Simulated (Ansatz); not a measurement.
From input file to script: MnRh (distorted cell) in Ansatz 0.2.0.

```yaml
crystal:
  lattice:
    - [3.04549, -0.02385, 0.00691]
    - [-0.02385, 3.11417, -0.02661]
    - [0.00691, -0.02661, 3.04021]
  atoms:
    - { symbol: Mn, position: [0.0019, 0.9991, 0.00531] }
    - { symbol: Rh, position: [0.48713, 0.50076, 0.50527] }
kpoints:
  mp_grid:
    grid: [5, 5, 5]
hamiltonian:
  xc: lda
magnetization:
  spin_polarized: true
  per_species:
    Mn: 4.0
scf:
  occupations:
    method: fermi_dirac
    width: 0.1
output:
  write_density: true
  stress: true
```

At the Python prompt:
```pycon
>>> import warnings
>>> import ansatz as az
>>> import numpy as np
>>> from pymatgen.core import Structure
>>> from scipy.ndimage import map_coordinates
>>> FILLING = "Fermi-Dirac"
>>> SMEARING_WIDTH = 0.1
>>> MESH = (5, 5, 5)
>>> FUNCTIONAL = "LDA"
>>> warnings.simplefilter("ignore", az.DeckWarning)
>>> mnrh = (
...     az.Lattice.of((3.04549, -0.02385, 0.00691), (-0.02385, 3.11417, -0.02661), (0.00691, -0.02661, 3.04021))
...     .atom("Mn", (0.0019, 0.9991, 0.00531))
...     .atom("Rh", (0.48713, 0.50076, 0.50527))
...     .moments(Mn=4)
... )
>>> setup = mnrh.calculation()
>>> setup = setup.occupations(FILLING, width=SMEARING_WIDTH).spin("collinear")
>>> setup = setup.kpoints(mesh=MESH)
>>> setup = setup.functional(FUNCTIONAL)
>>> setup = setup.stress().density()
>>> res = setup.run()

>>> rep = res.report
>>> sorted(key for key in rep if key.endswith("_ev"))
['energy_sigma0_ev', 'entropy_ts_ev', 'fermi_energy_ev', 'free_energy_ev', 'gap_by_band_count_ev', 'harris_foulkes_ev', 'internal_energy_ev', 'lagrangian_above_aufbau_ev', 'lagrangian_ev', 'lagrangian_sigma0_ev']
>>> print(f"free energy      {rep['free_energy_ev']:.5f} eV")
free energy      -10119.65171 eV
>>> print(f"per atom         {rep['free_energy_ev'] / len(res.lattice.sites):.5f} eV")
per atom         -5059.82585 eV
>>> print(f"SCF iterations   {rep['n_iterations']}  (converged: {rep['converged']})")
SCF iterations   12  (converged: True)
>>> principal = np.linalg.eigvalsh(np.array(rep["stress_gpa"]))
>>> mises = np.sqrt(0.5 * sum((principal[i] - principal[i - 1]) ** 2 for i in range(3)))
>>> print("principal stresses (GPa, compression positive):", np.round(principal, 3))
principal stresses (GPa, compression positive): [-22.644 -18.521 -17.794]
>>> print(f"mean {principal.mean():.3f} GPa, von Mises {mises:.3f} GPa, PV = {principal.mean() * rep['setup']['cell_volume_ang3'] / 160.21766:.4f} eV")
mean -19.653 GPa, von Mises 4.531 GPa, PV = -3.5364 eV
>>> for term in (az.EnergyTerm.SMEARING, az.EnergyTerm.DISPERSION):
...     print(f"F without {term.name.lower()}: {az.free_energy_without(rep, term):.5f} eV")
...
F without smearing: -10119.59977 eV
F without dispersion: -10119.65171 eV
>>> final = Structure(res.lattice.cell_ang, [s.symbol for s in res.lattice.sites], [s.position_frac for s in res.lattice.sites])
>>> rho = res.density()
>>> total = sum(channel.density_e_per_ang3 for channel in rho.channels[:2])
>>> grid_cell = np.asarray(rho.fft_grid_basis) @ res.lattice.cell_ang
>>> partner = min(final.get_neighbors(final[0], 5.0), key=lambda n: n.nn_distance)
>>> line = np.linspace(final[0].coords, partner.coords, 9)
>>> points = (line @ np.linalg.inv(grid_cell)) * rho.dims
>>> values = map_coordinates(total, points.T, order=3, mode="grid-wrap")
>>> print(f"from {final[0].specie} to {partner.specie}, {partner.nn_distance:.3f} A")
from Mn to Rh, 2.608 A
>>> for t, value in zip(np.linspace(0, partner.nn_distance, 9), values):
...     print(f"{t:7.3f} A  {value:9.4f} e/A^3")
...
  0.000 A    28.3992 e/A^3
  0.326 A    15.5356 e/A^3
  0.652 A     2.7451 e/A^3
  0.978 A     0.4562 e/A^3
  1.304 A     0.3477 e/A^3
  1.630 A     0.7847 e/A^3
  1.956 A     4.0470 e/A^3
  2.282 A    11.0050 e/A^3
  2.608 A    15.2413 e/A^3
```

Caveats:
- Absolute energies stand on the zero of these potentials, so only differences at equal settings mean something.
- The magnetic order follows from the starting moments and needn't be the lowest.
- The mesh is modest for a metal, so energies can be off by several to tens of meV an atom and pressures by half a GPa or more; differences at equal mesh fare better.
- A gap by band count of zero or less means overlapping bands, a metal.
- Grid values close to the nuclei reflect the PAW or pseudopotential construction, not the all-electron fields.
- The cell is a database structure, distorted on purpose.
- Gaps and levels are Kohn-Sham values on a finite set of k-points, without spin-orbit coupling.
- Hardware and time: 12 s on 1 thread of Arm Neoverse V2 (shared host), peak memory 0.47 GiB.

(Lines on the test bed's own set-up are left out of the output.)
